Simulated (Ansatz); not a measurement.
# CHFSSe: taking an electron away

The task here is to estimate one member of a computed series from the others.

Method: unrestricted cation, the program's frozen cores in correlated methods; program: Ansatz 0.2.0, Gaussian basis.

The runs, in order: UKS PBE-D4/def2-TZVPP; UKS r2SCAN-D4/def2-TZVPP; UKS PBE0-D4/def2-TZVPP; UKS B3LYP-D4/def2-TZVPP; UKS wB97X-V/def2-TZVPP; UKS wB97M-V/def2-TZVPP; UKS B2PLYP/def2-TZVPP; UHF-CCSD(T)/def2-TZVPP; UHF-MP2/def2-QZVPP; extrapolation to the limit; then −ε(HOMO) from the neutral's earlier runs with LDA (SPW92), PBE-D4, revPBE-D4, BLYP-D4, r2SCAN-D4, B97M-V, PBE0-D4, B3LYP-D4, r2SCANh-D4, r2SCAN0-D4, HSE06-D4, BHLYP-D4, CAM-B3LYP-D4, LC-ωPBE, ωB97X-V, ωB97M-V.

## The geometry

The geometry comes from an earlier relaxation with PBE0-D4 in a triple-zeta def2 set; it is a stationary point.

5 atoms, charge 0, spin multiplicity 1.

Atoms are counted from 1 here; the program's logs count them from 0.

Bond lengths: F1–C2 1.328 Å, C2–S3 1.723 Å, C2–Se4 1.755 Å, S3–H5 1.348 Å. Angles: F1–C2–S3 113.2°, F1–C2–Se4 122.6°, S3–C2–Se4 124.2°, C2–S3–H5 96.8°.

Set-up of the first run:

in.yaml reads:

```yaml
crystal:
  periodic: [false, false, false]
  atoms:
    - {symbol: F, position_ang: [-0.791915, -0.414917, 1.031803]}
    - {symbol: C, position_ang: [-0.378649, -0.195724, -0.210591]}
    - {symbol: S, position_ang: [1.175455, 0.544311, -0.288524]}
    - {symbol: Se, position_ang: [-1.337638, -0.625727, -1.615494]}
    - {symbol: H, position_ang: [1.382647, 0.618358, 1.041406]}
basis:
  gaussian: {orbitals: def2-TZVPP}
total_charge: 1
magnetization: {spin_polarized: true, initial_magnetization: 1}
hamiltonian: {xc: pbe, dispersion: d4}
```

Steps of the session up to this table: Cation, UKS PBE-D4/def2-TZVPP; Cation, UKS r2SCAN-D4/def2-TZVPP; Cation, UKS PBE0-D4/def2-TZVPP; Cation, UKS B3LYP-D4/def2-TZVPP; Cation, UKS wB97X-V/def2-TZVPP; Cation, UKS wB97M-V/def2-TZVPP; Cation, UKS B2PLYP (frozen core)/def2-TZVPP; Cation, UHF-CCSD(T)/def2-TZVPP; Cation, UHF-MP2/def2-QZVPP.

One table of the session follows, with a row left open; its other results are not shown here.

It belongs to the step «Ionisation energies side by side». Orbital estimates, from the neutral's runs:

| functional | −ε(HOMO) (eV) |
| --- | --- |
| LDA (SPW92) | ? |
| PBE-D4 | 5.74 |
| revPBE-D4 | 5.68 |
| BLYP-D4 | 5.56 |
| r2SCAN-D4 | 5.98 |
| B97M-V | 6.04 |
| PBE0-D4 | 6.89 |
| B3LYP-D4 | 6.64 |
| r2SCANh-D4 | 6.41 |
| r2SCAN0-D4 | 7.05 |
| HSE06-D4 | 6.49 |
| BHLYP-D4 | 7.88 |
| CAM-B3LYP-D4 | 8.17 |
| LC-ωPBE | 9.54 |
| ωB97X-V | 9.17 |
| ωB97M-V | 9.03 |

**Question.** Estimate the row for LDA (SPW92).

As computed: −ε(HOMO) (eV): 5.91. In the column «−ε(HOMO) (eV)» it lies between PBE-D4 (5.74) and r2SCAN-D4 (5.98).
